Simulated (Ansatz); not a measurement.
# Indium, dhcp under PBEsol: structure, energy and stiffness

What does PBEsol give for indium in the dhcp structure? We relax it, solve it on a dense k-mesh, then scale the cell to 7 volumes from 88 to 112 % of the relaxed one and try a fit of the equation of state. Spin polarisation is left out. The k-meshes are 11×11×3 for the relaxation; 14×14×4 for the dense run; 12×12×4 for the volumes.

Program: Ansatz 0.2.0. Level of theory: DFT PBEsol, plane waves (420 eV) with PAW, scalar-relativistic; PBE-made PAW files. These are calculated values, not measurements.

**1. The structure to begin with**

Symmetry: P6_3/mmc, No. 194, hexagonal system. Conventional cell: a = 3.331 Å, b = 3.331 Å, c = 10.880 Å, α = 90.00°, β = 90.00°, γ = 120.00°. In (site symmetry -3m) has 12 In at 3.33 Å as nearest neighbours. Around In (site symmetry -6m2) lie 12 In at 3.33 Å.

As a file:

```
In
1.0
     3.33139    0.00000    0.00000
    -1.66570    2.88507    0.00000
     0.00000    0.00000   10.88033
In
4
Direct
  0.00000 0.00000 0.00000
  0.00000 0.00000 0.50000
  0.33333 0.66667 0.25000
  0.66667 0.33333 0.75000
```

**2. Relaxation of the cell**

input.yaml

```yaml
crystal:
  lattice:
    - [3.3313943041, 0.0, 0.0]
    - [-1.665697152, 2.8850720974, 0.0]
    - [0.0, 0.0, 10.8803337972]
  atoms:
    - { symbol: In, position: [0.0, 0.0, 0.0] }
    - { symbol: In, position: [0.0, 0.0, 0.5] }
    - { symbol: In, position: [0.3333333333, 0.6666666667, 0.25] }
    - { symbol: In, position: [0.6666666667, 0.3333333333, 0.75] }
hamiltonian:
  xc: pbesol
  pseudopotentials:
    kind: paw
    azcp:
      In: "pseudopotentials/In.paw.azcp"
basis:
  ecutwfc: 420
  fft_grid_basis: typed
kpoints:
  mp_grid: { grid: [11, 11, 3], shift: [0, 0, 0] }
magnetization:
  spin_polarized: false
scf:
  occupations: { method: fermi_dirac, width: 0.1 }
relax:
  max_steps: 60
  f_tol: 0.01
  cell: {}
```

On the command line:

```
> ansatz run input.yaml --threads 2 --pin off --max-ram 5120MiB --backend cpu --events-out ev --progress --plain --runs-dir out
```

The runs that follow: Dense single point; Volume × 0.88; Volume × 0.92; Volume × 0.96; Volume × 1.0; Volume × 1.04; Volume × 1.08; Volume × 1.12.

Q: Predict the outcome of this session. Wanted: space group; conventional cell; volume; shortest distance; gap on the mesh; relative to body-centred tetragonal; V₀, B₀, B₀′.

**Answer**, as computed:

| quantity | value |
| --- | --- |
| space group (spins left aside) | P6_3/mmc (No. 194) |
| conventional cell | a = 3.314 Å, c = 10.758 Å (c/a = 3.247) |
| volume | 25.574 Å³/atom |
| shortest distance | 3.301 Å |
| gap on the mesh | none (levels filled in part) |
| relative to body-centred tetragonal | +4 meV/atom |
| V₀, B₀, B₀′ | 25.578 Å³/atom, 45 GPa, 5.1 |

**Reading.** The relaxation shrank the cell by 2.2 % in volume. It lies 4 meV/atom above the element's reference form at the same level (body-centred tetragonal, from a run of its own). No gap shows: it is a metal or semimetal at this level. B₀ comes out at 45 GPa; letting shape and positions relax at each volume could only lower it. Relaxation kept the symmetry; phonons were not checked.
